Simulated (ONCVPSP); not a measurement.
# Pseudopotential generation for bromine: ONCV, revPBE

Aim: build the potential from the settings below, then test how well it stands in for the atom: other configurations, scattering, ghost states and the plane-wave cutoff that it needs.

Method: ONCVPSP 4.0.1, revPBE, scalar-relativistic.

### 1 The design

Typed settings, in words:

```json
{"element": "bromine (Br, Z = 35)", "type": "optimised norm-conserving Vanderbilt (ONCV)", "frozen core": "[Ar] 3d10", "valence charge": "7", "reference configuration": "4s1.75 4p5.25", "partial waves": "4s: rc 1.45 bohr, ncon 4, nbas 8, qcut 3.7 1/bohr, 2 projectors, debl 2.5 Ha; 4p: rc 1.20 bohr, ncon 5, nbas 8, qcut 6.2 1/bohr, 3 projectors, debl 1.5 Ha; d scattering state at 0.2 Ha: rc 1.30 bohr, ncon 4, nbas 9, qcut 8.7 1/bohr, 2 projectors, debl 2.6 Ha", "local potential": "polynomial inside 0.95 bohr (lpopt 4, dvloc0 1 Ha)", "core correction": "polynomial model core, fcfact 0.35"}
```

### 2 Generating the potential

Input file Br.dat:

```
# ATOM AND REFERENCE CONFIGURATION
# atsym  z   nc   nv     iexc    psfile
  Br 35.00    6    2  -102130      upf
#
#   n    l    f
    1    0    2.00
    2    0    2.00
    2    1    6.00
    3    0    2.00
    3    1    6.00
    3    2   10.00
    4    0    1.75
    4    1    5.25
#
# PSEUDOPOTENTIAL AND OPTIMIZATION
# lmax
    2
#
#   l,   rc,      ep,       ncon, nbas, qcut
    0    1.45    0.00    4    8    3.70
    1    1.20    0.00    5    8    6.20
    2    1.30    0.20    4    9    8.70
#
# LOCAL POTENTIAL
# lloc, lpopt,  rc(5),   dvloc0
    4    4    0.95    1.00
#
# VANDERBILT-KLEINMAN-BYLANDER PROJECTORs
# l, nproj, debl
    0    2    2.50
    1    3    1.50
    2    2    2.60
#
# MODEL CORE CHARGE
# icmod, fcfact, rcfact
    1    0.35    0.00
#
# LOG DERIVATIVE ANALYSIS
# epsh1, epsh2, depsh
   -2.00    5.00    0.02
#
# OUTPUT GRID
# rlmax, drl
    6.00    0.01
#
# TEST CONFIGURATIONS
# ncnf
    4
# nvcnf
#   n    l    f
    2
    4    0    2.00
    4    1    5.00
#
    2
    4    0    2.00
    4    1    4.00
#
    2
    4    0    2.00
    4    1    3.00
#
    2
    4    0    1.00
    4    1    5.00
#
```

Launch:

```bash
$ oncvpsp.x < Br.dat > Br.out
```

**Question.** What will these runs give? Wanted: cutoffs for 1 and 0.1 mHa per electron, occupied waves; bound ghosts; GHOST(+) flags; largest test error; largest phase difference near zero energy, channels read; rms error of d²Exc/dn², without and with the model core.

As calculated:

| quantity | value |
| --- | --- |
| cutoffs for 1 and 0.1 mHa per electron, occupied waves | 128 Ha and 145 Ha |
| bound ghosts | p at -175.13 eV, d at -49.67 eV |
| GHOST(+) flags | s at 127 eV, p at 414 eV, p at 2025 eV |
| largest test error (AE − PS) | -12 meV, for 4s2 4p3 |
| largest phase difference near zero energy, channels read | 0.003 rad |
| rms error of d²Exc/dn², without and with the model core | 3.79 and 0.23 mHa |

In words: It has a bound ghost (p, d), a state that the atom doesn't have, and that rules the file out. Close by lies the frozen 3p level (-173.9 eV). The worst unpolarised test, 4s2 4p3, is off by 12 meV on 32.2 eV; by total energies transferability rates as good. Atomic tests can pass in spite of a ghost, since they solve only for the levels asked. By its cutoff, 128 Ha for the looser tolerance, it is very hard. At the looser tolerance the 4p wave is the slowest; 4s needs 66 Ha. Near zero energy the phases of the channels with partial waves agree within 0.003 rad. The pseudo curves have poles with no partner nearby in the atom's: d at -1.82 Ha, d at -1.68 Ha. The program also flags highly localised states, GHOST(+) (s, p).
